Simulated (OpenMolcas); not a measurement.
# SnH4 (SMILES [SnH4]) at CCSD(T)/def2-SVP (core potential), part 2 of 2

OpenMolcas 26.06.

### Step 3. The distorted shape at the same level

Contents of job.input:

```
&GATEWAY
 BasLib=$CurrDir
 Coord
 5
 bohr
 Sn     0.15549044     0.25880933    -0.06836462
 H      1.65145434    -1.29210780     2.15525721
 H     -2.68565609     0.99185299     0.92122826
 H     -0.05521402    -1.51197743    -2.59976615
 H      1.55641623     2.58864133    -0.68022582
 Basis=def2-SVP
 Group=NoSym

&SEWARD

&SCF
 PrOrbitals=1 1

&RASSCF
 FileOrb=$Project.ScfOrb
 Spin=1
 Nactel=0 0 0
 Inactive=13
 Ras2=0
 OutOrbitals=Canonical
 OrbListing=Nothing

&MOTRA
 JobIph
 Frozen=4

&CCSDT
 CCT
 Triples=2
 Iterations=50
 Extrapolation=5 4
```

The basis set def2-SVP is read from a file made from the Basis Set Exchange's data (not shown).

Command:

```sh
$ export MOLCAS_MEM=1860
$ pymolcas job.input > job.log
```

Log:

```text
--- Start Module: gateway ---

                                              &GATEWAY

                       available to each process: 1.9 GB of memory, 1 thread

 Basis Set     1 Label: SN.DEF2-SVP
 Basis set is read from library:.
 basistype.tbl is not found

 Basis Set     2 Label: H.DEF2-SVP
 Basis set is read from library:.
 basistype.tbl is not found

++    Symmetry information:
      ---------------------

                    Character Table for C1

                             E
                    a        1  x, y, xy, Rz, z, xz, Ry, yz, Rx, I
--

++    Basis set information:
      ----------------------

      Basis set label: SN.DEF2-SVP....ECP.....

      Electronic valence basis set:
      ------------------
      Associated Effective Charge  22.000000 au
      Associated Actual Charge     50.000000 au
      Nuclear Model: Point charge

      Shell  nPrim  nBasis  Cartesian Spherical Contaminant
         s      10       4        X
         p       7       4        X
         d       6       2                 X

      Pseudo Potential specification:
      =======================================

      Number of Core Electrons:  28

      Potential  nTerms
           H       2
         s-H       4
         p-H       6
         d-H       6

      Effective Core Potential specification:
      =======================================

      Basis set label: H.DEF2-SVP.........

      Electronic valence basis set:
      ------------------
      Associated Effective Charge   1.000000 au
      Associated Actual Charge      1.000000 au
      Nuclear Model: Point charge

      Shell  nPrim  nBasis  Cartesian Spherical Contaminant
         s       4       2        X
         p       1       1        X
--

++    Molecular structure info:
      -------------------------

                    ************************************************
                    **** Cartesian Coordinates / bohr, angstrom ****
                    ************************************************

     Center  Label                x              y              z                     x              y              z
        1      SN1              0.155490       0.258809      -0.068365              0.082282       0.136956      -0.036177
        2      H2               1.651454      -1.292108       2.155257              0.873912      -0.683754       1.140513
        3      H3              -2.685656       0.991853       0.921228             -1.421188       0.524866       0.487493
        4      H4              -0.055214      -1.511977      -2.599766             -0.029218      -0.800104      -1.375737
        5      H5               1.556416       2.588641      -0.680226              0.823620       1.369850      -0.359960

                    ***************************************
                    *    InterNuclear Distances / bohr    *
                    ***************************************

               1 SN1           2 H2            3 H3            4 H4            5 H5
    1 SN1      0.000000
    2 H2       3.096409        0.000000
    3 H3       3.096572        5.054684        0.000000
    4 H4       3.096462        5.056808        5.058240        0.000000
    5 H5       2.786590        4.807204        4.807241        4.805940        0.000000

                    *******************************************
                    *    InterNuclear Distances / angstrom    *
                    *******************************************

               1 SN1           2 H2            3 H3            4 H4            5 H5
    1 SN1      0.000000
    2 H2       1.638549        0.000000
    3 H3       1.638636        2.674824        0.000000
    4 H4       1.638577        2.675948        2.676705        0.000000
    5 H5       1.474600        2.543863        2.543882        2.543194        0.000000
--

            Nuclear Potential Energy             30.42687548 au

--- Stop Module: gateway /rc=_RC_ALL_IS_WELL_ ---

--- Start Module: seward ---

                                              &SEWARD

                       available to each process: 1.9 GB of memory, 1 thread

               SEWARD will generate:
                  Multipole Moment integrals up to order  2
                  Kinetic Energy integrals
                  Nuclear Attraction integrals (point charge)
                  One-Electron Hamiltonian integrals modified with ECP contributions
                  Velocity integrals
                  Pseudo Potential integrals
                  Orbital angular momentum around (  0.1542   0.2567  -0.0678 )
                  Velocity quadrupole around (  0.1542   0.2567  -0.0678 )
                  Two-Electron Repulsion integrals

                   Integrals are discarded if absolute value <: 1.00E-14
                   Integral cutoff threshold is set to       <: 1.00E-16

            Nuclear Potential Energy             30.42687548 au

      Basis set specifications :
      Symmetry species         a
      Basis functions           46

--- Stop Module: seward /rc=_RC_ALL_IS_WELL_ ---

--- Start Module: scf ---

                                                &SCF

                       available to each process: 1.9 GB of memory, 1 thread

++    Input section:
      --------------

      Header of the integral files:

[... 10 lines left out ...]
      Nuclear repulsion energy =   30.42687548
[... 40 lines left out ...]
++ Convergence information
                                   SCF        iterations: Energy and convergence statistics
[... 12 lines left out ...]
       Convergence after   8 Iterations
[... 3 lines left out ...]
 *                                             SCF/KS-DFT Program, Final results                                             *
 *                                                       Final Results                                                       *
[... 59 lines left out ...]
      Dipole Moment (debye):
[... 34 lines left out ...]
      Nuclear repulsion energy =   30.42687548
[... 68 lines left out ...]
                                         RASSCF iterations: Energy and convergence statistics
[... 8 lines left out ...]
      Convergence after  4 iterations
[... 2 lines left out ...]
      Natural orbitals and occupation numbers for root  1
[... 2 lines left out ...]
      *                                                    Final results                                                     *
[... 2 lines left out ...]
++    Final optimization conditions:
[... 3 lines left out ...]
      RASSCF energy for state  1                   -215.60737183
[... 9 lines left out ...]
      Final state energy(ies):
[... 2 lines left out ...]
::    RASSCF root number  1 Total energy:   -215.60737183
      Von Neumann Entropy (Root   1) = -0.00000
[... 28 lines left out ...]
      Dipole Moment (debye):
[... 12 lines left out ...]
      Natural orbitals for root   1 are written to the RASORB.1 file
      Spin density orbitals for root   1 are written to the SPDORB.1 file
[... 9 lines left out ...]
      *** WARNING: Default frozen orbitals is overwritten by user input.
[... 17 lines left out ...]
      Nuclear repulsion energy =   30.42687548
[... 31 lines left out ...]
      Symmetry species                           1
      Frozen orbitals                            4
      Deleted orbitals                           0

      Wave function specifications from previous RASSCF:
      --------------------------------------------------

      Number of closed shell electrons          26
      Number of electrons in active shells       0
      Max number of holes in RAS1 space          0
      Max number of electrons in RAS3 space      0
      Number of inactive orbitals               13
      Number of active orbitals                  0
      Number of secondary orbitals              33
      Spin quantum number                      0.0
      State symmetry                             1
      Number of configuration state fnc.         1
      Number of root(s) available                1
      CI root used                               1
      This is a closed shell RHF reference function

      Orbital specifications from previous RASSCF:
      --------------------------------------------

      Symmetry species                           1
      Frozen orbitals                            0
      Inactive orbitals                         13
      Active orbitals                            0
      Secondary orbitals                        33
      Deleted orbitals                           0
      Number of basis functions                 46

      SCF energy:   -215.60737183
      -----------

      Required WRK size-sum :               394245

      Wave function specifications:
      -----------------------------

      Spin mutiplicity                           1
      State symmetry                             1

      Orbital specifications:
      -----------------------

      Symmetry species                           1
      Total no. of orbitals                     42
      No. of occupied orbitals with alpha spin   9
      No. of occupied orbitals with beta spin    9
      No. of virtual orbitals with alpha spin   33
      No. of virtual orbitals with beta spin    33

      Methods and options:
      --------------------

      Max no. of iterations                  50
      Type of denominators                  diagonal Fock matrix elements
      energy convergence criterium                0.00000010000000

 DIIS EXTRAPOLATION USED     : YES
 FIRST ITERATION OF EXT.     :  5
 EXTRAPOLATION CYCLE         :  4

 SPIN ADAPTATION             : NONE
 RST. INF. WILL BE SAVED IN  : RSTART
 PREFERENCE MATRIX MULT.     : NORMAL
 DENOMINATOR SHIFT FOR OCC.  :      0.00000
 DENOMINATOR SHIFT FOR VIRT. :      0.00000
 LEVEL OF OUTPUT PRINTING    : MINIMAL
 INPUT/OUTPUT HANDLING       : Standard SQ
 MATRIX OPERATIONS           : ESSL

  nProcs, myRank                    1                    0
  Basic Work space requirements    :               618276
  Max Size            232498275
  Final Work space requirements    :               706476
  Allocation of work space   : Done

      Iteration       Total enegy      Corr. energy      Difference
          1         -215.74102412      -0.13365229      -0.13365229
          2         -215.76089348      -0.15352165      -0.01986936
          3         -215.76663359      -0.15926176      -0.00574011
[... 6 lines of this table left out ...]
         10         -215.76909131      -0.16171948      -0.00000005
      Convergence after                    11  Iterations

      Total energy (diff) :    -215.76909131      -0.00000005
      Correlation energy  :        -0.1617194764061
      Reference energy    :      -215.6073718306014
      E1aa   contribution :       0.00000000
      E1bb   contribution :       0.00000000
      E2aaaa contribution :      -0.01203378
      E2bbbb contribution :      -0.01203378
      E2abab contribution :      -0.13765193

 Five largest amplitudes of :T1aa
  SYMA   SYMB   SYMI   SYMJ     A      B      I      J     VALUE
    1      0      1      0      1      0      9      0    -0.0144324475
    1      0      1      0      2      0      8      0     0.0144068055
    1      0      1      0      3      0      7      0     0.0137950812
    1      0      1      0      4      0      6      0    -0.0090294908
    1      0      1      0     16      0      9      0     0.0088816372
 Euclidian norm is :     0.0346886074

 Five largest amplitudes of :T1bb
  SYMA   SYMB   SYMI   SYMJ     A      B      I      J     VALUE
    1      0      1      0      1      0      9      0    -0.0144324475
    1      0      1      0      2      0      8      0     0.0144068055
    1      0      1      0      3      0      7      0     0.0137950812
    1      0      1      0      4      0      6      0    -0.0090294908
    1      0      1      0     16      0      9      0     0.0088816372
 Euclidian norm is :     0.0346886074

 Five largest amplitudes of :T2aaaa
  SYMA   SYMB   SYMI   SYMJ     A      B      I      J     VALUE
    1      1      1      1      2      1      9      8     0.0123165870
    1      1      1      1     10      2      9      8     0.0120515747
    1      1      1      1      9      1      9      8     0.0120073844
    1      1      1      1     10      3      9      7    -0.0118180313
    1      1      1      1      3      2      8      7    -0.0117912683
 Euclidian norm is :     0.0738792449

 Five largest amplitudes of :T2bbbb
  SYMA   SYMB   SYMI   SYMJ     A      B      I      J     VALUE
    1      1      1      1      2      1      9      8     0.0123165870
    1      1      1      1     10      2      9      8     0.0120515747
    1      1      1      1      9      1      9      8     0.0120073844
    1      1      1      1     10      3      9      7    -0.0118180313
    1      1      1      1      3      2      8      7    -0.0117912683
 Euclidian norm is :     0.0738792449

 Five largest amplitudes of :T2abab
  SYMA   SYMB   SYMI   SYMJ     A      B      I      J     VALUE
    1      1      1      1      2      2      8      8    -0.0323643344
    1      1      1      1      1      1      9      9    -0.0321115291
    1      1      1      1      4      4      7      7    -0.0275462771
    1      1      1      1      3      3      7      7    -0.0273281852
    1      1      1      1      8      8      7      7    -0.0251990349
 Euclidian norm is :     0.2736523006

      Happy Landing!

  **********************************
   Triples Contribution Calculation
  **********************************

 NORB  42
 NOA    9
 NOB    9
 NVA   33
 NVB   33

 NUMBER OF IRREPS             :  1
 MULTIPLICITY                 :  1
 OVERALL SYMMETRY STATE       :  1
 METHOD                       : CCSD+T(CCSD)+<T3(1)WT1> = CCSD(T)
 TYPE OF DENOMINATOR          : DIAGONAL
 SPIN ADAPTATION             : NONE
 CCSD RESULTS LOAD FROM FILE : RSTART
 PREFERENCE MATRIX MULT.     : NORMAL
 DENOMINATOR SHIFT FOR OCC.  :  0.00000E+00
 DENOMINATOR SHIFT FOR VIRT. :  0.00000E+00
 LEVEL OF OUTPUT PRINTING    : MINIMAL
 INPUT/OUTPUT HANDLING       : Standard SQ
 MATRIX HANDLING             : ESSL
 IJ CYCLE SEGMENTED          : NO

  Work space requirements :               494715
  Allocation of work space : Done
       CCSD     =      -215.7690913070075
       T3 corr. =        -0.0032021815832
       CCSD + T3=      -215.7722934885907
  T3 energy decomposition into spin parts
  Eaaa =  -1.0277718785458995E-004
  Eaab =  -1.4983136037650250E-003
  Eabb =  -1.4983136037650265E-003
  Ebbb =  -1.0277718785458995E-004

      Happy Landing!

--- Stop Module: ccsdt /rc=_RC_ALL_IS_WELL_ ---
--- Module ccsdt spent 1 second ---

.##################.
.# Happy landing! #.
.##################.

    Timing: Wall=4.35 User=3.58 System=0.74
```

Wall time 4.8 s (1 thread of Arm Neoverse V1, shared host); peak memory 0.38 GiB.

### Step 4. Summary of results

The summary covers parts 1 to 2.

Level: CCSD(T)/def2-SVP (core potential), 4 core orbitals frozen.

| quantity | value |
| --- | --- |
| first shape: total energy | -215.79062 Eh |
| first shape: dipole moment (mean-field density) | 0.00 D |
| first shape: HOMO energy (Hartree–Fock orbitals) | -12.30 eV |
| first shape: LUMO energy (Hartree–Fock orbitals) | 3.86 eV |
| first shape: HOMO–LUMO gap (Hartree–Fock orbitals) | 16.16 eV |
| first shape: correlation energy (4 core orbitals frozen) | -163.6 mEh |
| first shape: (T) correction | -3.21 mEh |
| distorted shape: total energy | -215.77229 Eh |
| distorted shape: dipole moment (mean-field density) | 0.33 D |
| distorted shape: HOMO energy (Hartree–Fock orbitals) | -12.23 eV |
| distorted shape: LUMO energy (Hartree–Fock orbitals) | 3.88 eV |
| distorted shape: HOMO–LUMO gap (Hartree–Fock orbitals) | 16.12 eV |
| distorted shape: correlation energy (4 core orbitals frozen) | -164.9 mEh |
| distorted shape: (T) correction | -3.20 mEh |
| energy change with the Sn1–H5 bond shortened from 1.638 to 1.475 Å | 0.499 eV |

In words: With the Sn1–H5 bond shortened from 1.638 to 1.475 Å the energy rises by 0.50 eV (48.1 kJ/mol). The first shape isn't relaxed at this level, so the change isn't measured from a minimum. Mulliken charges (first shape) of the mean-field density run from -0.16 on H2 to +0.65 on Sn1. The triples (first shape) make up 2.0 % of the correlation energy. The triples (distorted shape) make up 1.9 % of the correlation energy.
